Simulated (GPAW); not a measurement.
Crystal: Ba2Tl5V3O12.

```xyz
22
Lattice="4.2370 2.4462 6.1284 -4.2370 2.4462 6.1284 0.0000 -4.8924 6.1284" Properties=species:S:1:pos:R:3 pbc="T T T"
Ba    0.0000    0.0000    9.1926
Ba    0.0000    0.0000    0.0000
V     0.0000    2.4462    6.1284
V    -2.1185   -1.2231    6.1284
V     2.1185   -1.2231    6.1284
Tl    0.0000   -2.4462    3.0642
Tl    2.1185    1.2231    3.0642
Tl   -2.1185    1.2231    3.0642
Tl    0.0000    0.0000   13.6133
Tl    0.0000    0.0000    4.7719
O     2.6932   -0.0671    7.4143
O    -1.2885    2.3659    7.4143
O    -1.4047   -2.2988    7.4143
O    -1.4047    2.2988   10.9709
O     2.6932    0.0671   10.9709
O    -1.2885   -2.3659   10.9709
O    -2.6932    0.0671   10.9709
O     1.2885   -2.3659   10.9709
O     1.4047    2.2988   10.9709
O     1.4047   -2.2988    7.4143
O    -2.6932   -0.0671    7.4143
O     1.2885    2.3659    7.4143
```

The cell was built by a generator and needn't be a form met in nature.

Base run:

| Property | Result |
| --- | --- |
| Program | GPAW 26.7.0 |
| Functional | PBE |
| Potentials or basis | GPAW PAW data sets (gpaw-data 1.2.1) |
| Cutoff | 800 eV |
| Basis | pw |
| k mesh | 3 × 3 × 3 |
| Occupations | fermi-dirac, width 0.05 eV |
| Spin | collinear spin, ferromagnetic start |
| Starting moments | [0.0, 0.0, 2.0, 2.0, 2.0, 0.0, 0.0, 0.0, 0.0, 0.0, 0.0, 0.0, 0.0, 0.0, 0.0, 0.0, 0.0, 0.0, 0.0, 0.0, 0.0, 0.0] μB |
| Hubbard terms | V d U = 3 eV |

Its results: pressure 1.5 GPa; net moment 1.29 μB per cell; site moments Ba -0.00; V +0.62; Tl -0.01; O -0.04 μB; largest force 0.665 eV/Å.

The run is repeated on the same cell with these changes: hubbard terms from V d U = 3 eV to none. What comes out?

Pressure 0.4 GPa; net moment 1.17 μB per cell; site moments Ba +0.00, -0.00; V +0.34; Tl +0.00, +0.02; O -0.01 μB; largest force 0.282 eV/Å.

Not every run made on this cell is shown here.
